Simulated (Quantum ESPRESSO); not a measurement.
Runs of Quantum ESPRESSO 7.5 on ZrSc2F. Symmetry: P-6m2, No. 187, hexagonal system. Conventional cell: a = 3.862 Å, b = 3.862 Å, c = 4.891 Å, α = 90.00°, β = 90.00°, γ = 120.00°. Zr (site symmetry -6m2) is surrounded by 6 Sc at 2.54 Å. Around Sc (site symmetry 3m) lie 2 Sc at 2.44 to 2.45 Å and 3 F at 2.54 Å and 3 Zr at 2.54 Å. Around F (site symmetry -6m2) lie 6 Sc at 2.54 Å. The cell was built by a generator and needn't be a form met in nature.

```tsv
task	level	potentials or basis	cutoff (eV)	smearing	gap on the mesh (eV)	pressure (GPa)	largest force (eV/Å)
single point	PBE	SSSP 1.3 efficiency PBE	816	fermi-dirac 0.05 eV	none	28.9	3.84
band structure	PBE+D3(BJ)	GBRV 1.5 LDA	612	fermi-dirac 0.05 eV	none	24.2	(a)
real-space fields	PBEsol+D3(BJ)	GBRV 1.5 PBEsol	612	gaussian 0.2 eV	none	20.7	3.73
single point	PBE+D3	SSSP 1.3 efficiency PBE	816	fermi-dirac 0.05 eV	none	26.5	(b)
```

Alike in all rows: no spin polarisation; cell as given; k mesh 8 × 8 × 6.

Question: Fill in the values left out.

Answer: (a) 3.83; (b) 3.79.

Caveats: an odd number of electrons without spin polarisation forces a metal; a magnetic or distorted state may lie lower; so large a pressure means that the cell lies far from this level's equilibrium, or that cutoff or potentials fall short (some runs); pairwise dispersion overbinds metals, which lowers pressure and volume (some runs); a pressure of tens of GPa on the cell as given is suspect, and the run, the potentials or the cell itself is likely at fault (some runs); the potentials were made for another functional, which shifts forces and pressure (some runs).

A k mesh can miss the band edges, and the runs leave out spin-orbit coupling on Zr.

A gap of «none» marks a metal or a gap under the smearing width.

Not every run made on this cell is shown here.
